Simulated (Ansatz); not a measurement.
**Si2N2H8: a ladder of functionals and wavefunction methods**

One table from this session's results is given with a row withheld; the runs are named, their logs left out.

The runs use Ansatz 0.2.0, Gaussian basis; functionals in def2-TZVPP, the program's frozen cores in correlated methods.

The runs, in order: PBE-D4, r2SCAN-D4, PBE0-D4, B3LYP-D4, ωB97X-V, ωB97M-V, B2PLYP; CCSD(T)/def2-TZVPP; MP2/def2-QZVPP; extrapolation to the limit.

**The geometry**

All runs share one geometry, relaxed beforehand with PBE0-D4 in a triple-zeta def2 set.

SMILES `N[SiH2][SiH2]N`, 12 atoms, charge 0, spin multiplicity 1.

Atoms are counted from 1 here; the program's logs count them from 0.

Bond lengths: N1–Si2 1.730 Å, N1–H5 1.008 Å, N1–H6 1.008 Å, Si2–Si3 2.351 Å, Si2–H7 1.488 Å, Si2–H8 1.493 Å, Si3–N4 1.727 Å, Si3–H9 1.502 Å, Si3–H10 1.491 Å, N4–H11 1.007 Å, N4–H12 1.008 Å. Angles: Si2–N1–H5 119.2°, Si2–N1–H6 118.2°, H5–N1–H6 110.2°, N1–Si2–Si3 115.1°, N1–Si2–H7 106.9°, N1–Si2–H8 108.4°, Si3–Si2–H7 110.0°, Si3–Si2–H8 107.9°, H7–Si2–H8 108.4°, Si2–Si3–N4 109.5°, Si2–Si3–H9 107.9°, Si2–Si3–H10 111.4°, N4–Si3–H9 115.3°, N4–Si3–H10 107.2°, H9–Si3–H10 105.4°, Si3–N4–H11 119.3°, Si3–N4–H12 120.0°, H11–N4–H12 110.6°.

Set-up of the first run:

in.yaml reads:

```yaml
crystal:
  periodic: [false, false, false]
  atoms:
    - {symbol: N, position_ang: [-1.142105, 2.186058, 0.306732]}
    - {symbol: Si, position_ang: [-0.790420, 0.548384, 0.740076]}
    - {symbol: Si, position_ang: [0.844016, -0.502520, -0.582806]}
    - {symbol: N, position_ang: [0.879656, -2.191432, -0.222638]}
    - {symbol: H, position_ang: [-1.472424, 2.388697, -0.623854]}
    - {symbol: H, position_ang: [-0.510406, 2.907433, 0.617311]}
    - {symbol: H, position_ang: [-0.359764, 0.561434, 2.164752]}
    - {symbol: H, position_ang: [-2.049060, -0.247987, 0.635013]}
    - {symbol: H, position_ang: [0.568645, -0.158687, -2.018663]}
    - {symbol: H, position_ang: [2.204066, 0.038758, -0.299189]}
    - {symbol: H, position_ang: [0.016174, -2.709942, -0.203281]}
    - {symbol: H, position_ang: [1.629624, -2.765494, -0.574054]}
basis:
  gaussian: {orbitals: def2-TZVPP}
hamiltonian: {xc: pbe, dispersion: d4}
output: {forces: true, orbitals: {seedname: orbitals}}
```

On the command line:

```console
> ansatz run in.yaml --threads 4 --pin off --events-out ev --progress --plain --max-ram 10444MiB
```

Among the steps run: PBE-D4 (GGA); r2SCAN-D4 (meta-GGA); PBE0-D4 (hybrid); B3LYP-D4 (hybrid); ωB97X-V (range-separated); ωB97M-V (range-separated); B2PLYP (double hybrid); CCSD(T) in def2-TZVPP; MP2 in def2-QZVPP.

One of the session's tables, all rows but one given; the rest of the session is left out.

| method | atomisation energy (kcal/mol) |
| --- | --- |
| PBE-D4 | 922.6 |
| r2SCAN-D4 | 913.7 |
| PBE0-D4 | 910.9 |
| B3LYP-D4 | 923.5 |
| ωB97X-V | 927.6 |
| ωB97M-V | 922.8 |
| B2PLYP | 908.5 |
| HF/def2-TZVPP | 651.2 |
| MP2/def2-TZVPP | 890.9 |
| CCSD/def2-TZVPP | 880.6 |
| CCSD(T)/def2-TZVPP | 891.3 |
| MP2/CBS | 920.9 |
| CCSD(T)/CBS | ? |

**Question.** Estimate the row for CCSD(T)/CBS.

**Answer.** atomisation energy (kcal/mol): 921.3. In the column «atomisation energy (kcal/mol)» it lies between MP2/CBS (920.9) and PBE-D4 (922.6).
